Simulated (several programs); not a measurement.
InBAs2 (ordering on zincblende) from semi-empirical methods to plane-wave DFT

InBAs2, ordered on the zincblende lattice (P-4m2) with 4 atoms a cell, relaxed with r2SCAN in Ansatz, was computed with several methods. Space group P-4m2 (No. 115), tetragonal; a = 3.758 Å, c = 5.760 Å in the conventional setting, 20.33 Å³ an atom. B has 4 As at 2.19 Å; As has 2 B at 2.19 Å and 2 In at 2.57 Å; In has 4 As at 2.57 Å. All values are calculated for a non-magnetic cell, which may be hypothetical.

```cif
data_structure
_symmetry_space_group_name_H-M 'P-4m2'
_symmetry_Int_Tables_number 115
_cell_length_a 3.7579
_cell_length_b 3.7579
_cell_length_c 5.7597
_cell_angle_alpha 90.000
_cell_angle_beta 90.000
_cell_angle_gamma 90.000
_cell_volume 81.34
loop_
_atom_site_label
_atom_site_type_symbol
_atom_site_symmetry_multiplicity
_atom_site_Wyckoff_symbol
_atom_site_fract_x
_atom_site_fract_y
_atom_site_fract_z
_atom_site_occupancy
B1 B 1 a 0.00000 0.00000 0.00000 1
As1 As 2 g 0.00000 0.50000 0.19438 1
In1 In 1 c 0.50000 0.50000 0.50000 1
```

Gaps and times are for a single point on this cell; volume and bulk modulus come from each method's own relaxation or energy curve at fixed shape, which is too stiff where a cell has free coordinates or axes. Times are rough, from shared hosts (AMD EPYC 9R45 96-Core Processor; Intel Xeon Platinum 8488C), and each method has its own mesh and cell size. A double dagger marks a value from a curve with shape and coordinates held. PM6 (MOPAC), PM7 (MOPAC), GFN2-xTB (tblite) treat a cluster of cells at its zone centre, which samples few k points: where these miss a band edge, the gap comes out too large for that reason alone. Gaps from k meshes are read at a limited set of points (mesh, symmetry points, PBE's band edges), so each method's own least gap may be somewhat smaller. xTB and the PM methods were fitted mostly to molecules, and can miss a solid's gap by electronvolts. Minimal bases can be far off for gaps. Times of the plane-wave ladder aren't listed, since it ran on unlike processors and cards. d marks a direct gap, i an indirect one (no mark: not told apart), a dash a value that wasn't computed or didn't pass its checks.

```
                              method              kind      gap (eV)  own volume (Å³/atom)  bulk modulus (GPa)  atoms computed  processor time
light PBE (260 eV and a coarse mesh)  light plane-wave  overlap 0.06                     –                   –               4          0.86 s
                                 PBE         semilocal  overlap 0.08                 20.85                 74‡               4               –
                      PBE/SZV (CP2K)       small basis        0.68 d                21.91‡                 72‡               4             6 s
              PBE/single zeta (GPAW)       small basis        0.12 d                     –                   –               4           8.4 s
                         PM7 (MOPAC)    semi-empirical          4.08                19.27‡                158‡         cluster           8.5 s
                         PM6 (MOPAC)    semi-empirical          2.55                     –                   –         cluster           8.7 s
                              r2SCAN         semilocal        0.07 d                 20.33                 83‡               4               –
                   GFN2-xTB (tblite)     tight binding          0.97                     –                   –         cluster            11 s
                     PBE/DZVP (CP2K)       small basis  overlap 0.09                21.12‡                 73‡               4            17 s
                             PBE+SOC         semilocal  overlap 0.03                     –                   –               4               –
                               HSE06            hybrid        0.50 d                     –                   –               4               –
```

Against HSE06 (0.50 eV) and with closed or daggered gaps left aside, the nearest gap at the points sampled is that of PBE/SZV (CP2K) (+0.18 eV) and the farthest that of PM7 (MOPAC) (+3.58 eV). HSE06 is only a yardstick of convenience, and nearness to it can be luck.

Volumes against r2SCAN's: PBE +2.6 %.

Runs without a result: GFN1-xTB (tblite) (single point).

With PBE the bands overlap or touch, or nearly. Semilocal functionals can close a real gap, so this doesn't show a metal; small gaps of other methods may in turn close between the points read or with spin-orbit coupling, and the solid may be a semimetal.

Only the rows marked +SOC include spin-orbit coupling.
